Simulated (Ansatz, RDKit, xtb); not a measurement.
**C4H6GeO3: which of the isomers drawn lies lowest?**

A sample of isomers of C4H6GeO3 is drawn. Aim: find which of them has the lowest free energy at 298.15 K, then its properties. The sample is small against all isomers, and the most stable one of this formula need not be in it.

The funnel: GFN2-xTB relaxations, single points with a density functional, relaxations at r2SCAN-D4/def2-SVP, harmonic vibrations (at GFN2-xTB), and a last energy at a higher level. All values are calculated.

## Step 1: Possible bonding patterns

Isomers were taken from a list of plausible structures; this is a sample, not all of them. That gives 4 candidates.

| label | SMILES | spin |
| --- | --- | --- |
| c082 | O=C1OC=C[C@@H]1[O][GeH3] | singlet |
| c427 | O=CO[C@@H]1[GeH2][CH2]C1=O | singlet |
| c460 | C=CC(=O)O[C](=O)[GeH3] | singlet |
| c625 | C#[C][GeH2][O]COC=O | singlet |

Candidates are built by distance geometry, with a force field where one applies, in up to four conformers (letters a to d).

Q: Predict the outcome of this search (final energies at CCSD(T)/def2-SVP + MP2/def2-TZVPP - MP2/def2-SVP).

| quantity | value |
| --- | --- |
| lowest structure found | O=C1OC=C[C@@H]1[O][GeH3], singlet |
| next finalist | C=CC(=O)O[C](=O)[GeH3], singlet, 3.3 kcal/mol higher in G |
| share at equilibrium, among the finalists | 99.6 % |

`O=C1OC=C[C@@H]1[O][GeH3]` comes out lowest. The margin of 3.3 kcal/mol over the next finalist is beyond the usual error of the last level; it says nothing of structures that weren't ranked. GFN2-xTB, HF/STO-3G, r2SCAN-D4/def2-SVP, r2SCAN-D4/def2-SVP, relaxed, HF/def2-SVP and MP2/def2-SVP already put its bonding pattern lowest among the structures in one piece. The search is not exhaustive (a finite list of starts, one conformer a finalist), so a lower isomer can't be ruled out. Only 4 drawn patterns were tried, so whole families of isomers are missing, and the result ranks this sample alone.
